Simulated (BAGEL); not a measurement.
# Si2H4ClO (SMILES O[Si]([SiH3])Cl): UHF/3-21G (density fitting with qzvpp-jkfit)

What is the electronic atomisation energy of Si2H4ClO at UHF/3-21G (density fitting with qzvpp-jkfit)? 

Program for the calculation: BAGEL 1.2.2.

12 further runs of the same task are left out: 12 set aside as unsound or not needed.

**1. The structure to begin with**

Si2H4ClO has 8 atoms, charge 0, and is taken as a doublet. SMILES: `O[Si]([SiH3])Cl`. The shape is that of a PBE0-D4/def2-TZVP optimisation. This is one conformer, not always the lowest.

Bond lengths: O1–Si2 1.646 Å, Si2–Si3 2.353 Å, Si2–Cl4 2.079 Å, O1–H5 0.960 Å, Si3–H6 1.486 Å, Si3–H7 1.488 Å, Si3–H8 1.485 Å. Angles: O1–Si2–Si3 107.7°, O1–Si2–Cl4 109.1°, Si3–Si2–Cl4 109.3°, Si2–O1–H5 118.3°, Si2–Si3–H6 108.5°, Si2–Si3–H7 111.9°, Si2–Si3–H8 107.2°, H6–Si3–H7 109.8°, H6–Si3–H8 109.5°, H7–Si3–H8 109.9°.

**2. The energy at UHF/3-21G (density fitting with qzvpp-jkfit)**

File input.json:

```json
{ "bagel": [

{
  "title": "molecule",
  "basis": "3-21g",
  "df_basis": "qzvpp-jkfit",
  "angstrom": "true",
  "geometry": [
    { "atom": "O", "xyz": [   -0.248400,    0.296900,   -1.978500 ] },
    { "atom": "Si", "xyz": [   -0.430900,   -0.734900,   -0.709400 ] },
    { "atom": "Si", "xyz": [   -0.075200,    0.491500,    1.266600 ] },
    { "atom": "Cl", "xyz": [    0.993700,   -2.242200,   -0.847500 ] },
    { "atom": "H", "xyz": [   -0.083400,   -0.074900,   -2.848100 ] },
    { "atom": "H", "xyz": [   -1.107800,    1.556400,    1.353800 ] },
    { "atom": "H", "xyz": [    1.281600,    1.100500,    1.304000 ] },
    { "atom": "H", "xyz": [   -0.237400,   -0.450400,    2.403500 ] }
  ]
},
{ "title": "uhf", "charge": 0, "nopen": 1 },
{ "title": "print", "file": "orbitals.molden", "orbitals": "true" }

]}
```

Started as:

```sh
$ BAGEL_NUM_THREADS=1 BAGEL input.json > input.out
```

The program printed:

```text
* using 1 threads per process

  ===============================================================
  ===============================================================

  *** Geometry ***

  { "atom" : "O", "xyz" : [     -0.469408,      0.561060,     -3.738823 ] },
  { "atom" : "Si", "xyz" : [     -0.814283,     -1.388760,     -1.340572 ] },
  { "atom" : "Si", "xyz" : [     -0.142107,      0.928800,      2.393527 ] },
  { "atom" : "Cl", "xyz" : [      1.877821,     -4.237144,     -1.601543 ] },
  { "atom" : "H", "xyz" : [     -0.157603,     -0.141540,     -5.382129 ] },
  { "atom" : "H", "xyz" : [     -2.093439,      2.941170,      2.558311 ] },
  { "atom" : "H", "xyz" : [      2.421873,      2.079644,      2.464203 ] },
  { "atom" : "H", "xyz" : [     -0.448621,     -0.851133,      4.541957 ] },

  Number of auxiliary basis functions:      533

  Since a DF basis is specified, we compute 2- and 3-index integrals:
    o Being stored without compression. Storage requirement is 0.013 GB

  Number of basis functions:       56
  Number of electrons      :       57

    * METHOD: MOLECULE                             0.22

  *** Open-shell HF ***

  === Nuclear Repulsion ===
   262.2864112936

      * DIIS with orbital gradients will be used.

  === UHF iteration (3-21g) ===
      0      -1108.75846002          0.04128538           0.14
      1      -1108.85591426          0.02591881           0.14
      2      -1108.88219373          0.01682476           0.14
      3      -1108.89703312          0.00107126           0.14
      4      -1108.89761600          0.00048540           0.14
      5      -1108.89776689          0.00018450           0.13
      6      -1108.89780570          0.00004966           0.13
      7      -1108.89781228          0.00001624           0.13
      8      -1108.89781343          0.00000707           0.14
      9      -1108.89781376          0.00000266           0.14
     10      -1108.89781380          0.00000099           0.14
     11      -1108.89781381          0.00000048           0.13
     12      -1108.89781382          0.00000022           0.13
     13      -1108.89781382          0.00000012           0.13
     14      -1108.89781382          0.00000006           0.13
     15      -1108.89781382          0.00000004           0.13
     16      -1108.89781382          0.00000002           0.13
     17      -1108.89781382          0.00000001           0.13
    * SCF iteration converged.

    * S^2 (UHF) is 0.7549

    * Permanent dipole moment:
           (    0.671583,    -0.359817,     0.200595) a.u.

    * METHOD: UHF                                  2.59

    * METHOD: PRINT                                0.01

  ===============================================================
```

It took 3 s on 1 thread of Arm Neoverse V2, shared host; peak memory 0.097 GiB.

**3. The Cl atom, same level**

File hf.json:

```json
{ "bagel": [

{
  "title": "molecule",
  "basis": "3-21g",
  "df_basis": "qzvpp-jkfit",
  "angstrom": "true",
  "geometry": [
    { "atom": "Cl", "xyz": [       0.000000,       0.000000,       0.000000 ] }
  ]
},

{
  "title": "uhf",
  "nopen": 1
},

{
  "title": "print",
  "file": "orbitals.molden",
  "orbitals": "true"
}

]}
```

Started as:

```sh
$ BAGEL_NUM_THREADS=1 BAGEL hf.json > hf.out
```

The program printed:

```text
* using 1 threads per process

  ===============================================================
  ===============================================================

  *** Geometry ***

  { "atom" : "Cl", "xyz" : [      0.000000,      0.000000,      0.000000 ] },

  Number of auxiliary basis functions:      128

  Since a DF basis is specified, we compute 2- and 3-index integrals:
    o Being stored without compression. Storage requirement is 0.000 GB

  Number of basis functions:       13
  Number of electrons      :       17

    * METHOD: MOLECULE                             0.01

  *** Open-shell HF ***

  === Nuclear Repulsion ===
     0.0000000000

      * DIIS with orbital gradients will be used.

  === UHF iteration (3-21g) ===
      0       -457.27445058          0.00939305           0.00
      1       -457.27633333          0.00180507           0.00
      2       -457.27647994          0.00051423           0.00
      3       -457.27650229          0.00009817           0.00
      4       -457.27650422          0.00003124           0.00
      5       -457.27650457          0.00000276           0.00
      6       -457.27650459          0.00000045           0.00
      7       -457.27650459          0.00000018           0.00
      8       -457.27650459          0.00000001           0.00
      9       -457.27650459          0.00000000           0.00
    * SCF iteration converged.

    * S^2 (UHF) is 0.7504

    * Permanent dipole moment:
           (   -0.000000,    -0.000000,    -0.000000) a.u.

    * METHOD: UHF                                  0.03

    * METHOD: PRINT                                0.00

  ===============================================================
```

Wall time 0.2 s (1 thread of Arm Neoverse V2, shared host).

**4. The H atom, same level**

hf.json, as its differences from that of step 3:

```diff
@@ -8,6 +8,5 @@
   "geometry": [
-    { "atom": "Cl", "xyz": [       0.000000,       0.000000,       0.000000 ] }
+    { "atom": "H", "xyz": [    0.000000,    0.000000,    0.000000 ] }
   ]
 },
-
 {
@@ -16,3 +15,2 @@
 },
-
 {
```

Started as:

```sh
$ BAGEL_NUM_THREADS=1 BAGEL hf.json > hf.out
```

The program printed:

```text
* using 1 threads per process

  ===============================================================
  ===============================================================

  *** Geometry ***

  { "atom" : "H", "xyz" : [      0.000000,      0.000000,      0.000000 ] },

  Number of auxiliary basis functions:       18

  Since a DF basis is specified, we compute 2- and 3-index integrals:
    o Being stored without compression. Storage requirement is 0.000 GB

  Number of basis functions:        2
  Number of electrons      :        1

    * METHOD: MOLECULE                             0.01

  *** Open-shell HF ***

  === Nuclear Repulsion ===
     0.0000000000

      * DIIS with orbital gradients will be used.

  === UHF iteration (3-21g) ===
      0         -0.48950371          0.09163385           0.00
      1         -0.49554995          0.02860283           0.00
      2         -0.49613575          0.00890675           0.00
      3         -0.49619861          0.00000000           0.00
    * SCF iteration converged.

    * S^2 (UHF) is 0.7500

    * Permanent dipole moment:
           (    0.000000,     0.000000,     0.000000) a.u.

    * METHOD: UHF                                  0.01

    * METHOD: PRINT                                0.00

  ===============================================================
```

Wall time 0.18 s (1 thread of Arm Neoverse V2, shared host).

**5. The O atom at the same level**

File input.json:

```json
{ "bagel" : [

{
  "title" : "molecule",
  "basis" : "3-21g",
  "df_basis" : "qzvpp-jkfit",
  "angstrom" : true,
  "geometry" : [
    { "atom" : "O", "xyz" : [    0.000000,    0.000000,    0.000000 ] }
  ]
},
{ "title" : "uhf", "nopen" : 2 },
{ "title" : "print", "file" : "orbitals.molden", "orbitals" : true }

]}
```

Run the same way, it converges to -74.39351 Eh (log not shown).

**6. The Si atom**

File input.json:

```json
{ "bagel" : [

{
  "title" : "molecule",
  "basis" : "3-21g",
  "df_basis" : "qzvpp-jkfit",
  "angstrom" : true,
  "geometry" : [
    { "atom" : "Si", "xyz" : [       0.000000,       0.000000,       0.000000 ] }
  ]
},

{ "title" : "uhf", "nopen" : 2 },

{ "title" : "print", "file" : "orbitals.molden", "orbitals" : true }

]}
```

Run the same way, it converges to -287.34439 Eh (log not shown).

**7. What came out**

Level: UHF/3-21G (density fitting with qzvpp-jkfit).

| quantity | value |
| --- | --- |
| molecule: total energy | -1108.89781 Eh |
| molecule: dipole moment | 2.00 D |
| molecule: ⟨S²⟩ | 0.755 |
| Cl atom: total energy | -457.27650 Eh |
| Cl atom: dipole moment | 0.00 D |
| Cl atom: ⟨S²⟩ | 0.750 |
| H atom: total energy | -0.49620 Eh |
| H atom: dipole moment | 0.00 D |
| H atom: ⟨S²⟩ | 0.750 |
| O atom: total energy | -74.39351 Eh |
| O atom: dipole moment | 0.00 D |
| O atom: ⟨S²⟩ | 2.001 |
| Si atom: total energy | -287.34439 Eh |
| Si atom: dipole moment | 0.00 D |
| Si atom: ⟨S²⟩ | 2.000 |
| electronic atomisation energy | 15.081 eV |

What this shows: Taking the molecule apart into free atoms costs 15.08 eV (1455 kJ/mol), before zero-point energy and without spin-orbit coupling. Hartree–Fock lacks the correlation of the bonding pairs, which as a rule makes this value much too low; in minimal bases other errors can mask that. The basis has no polarisation functions, which makes bonds too weak.
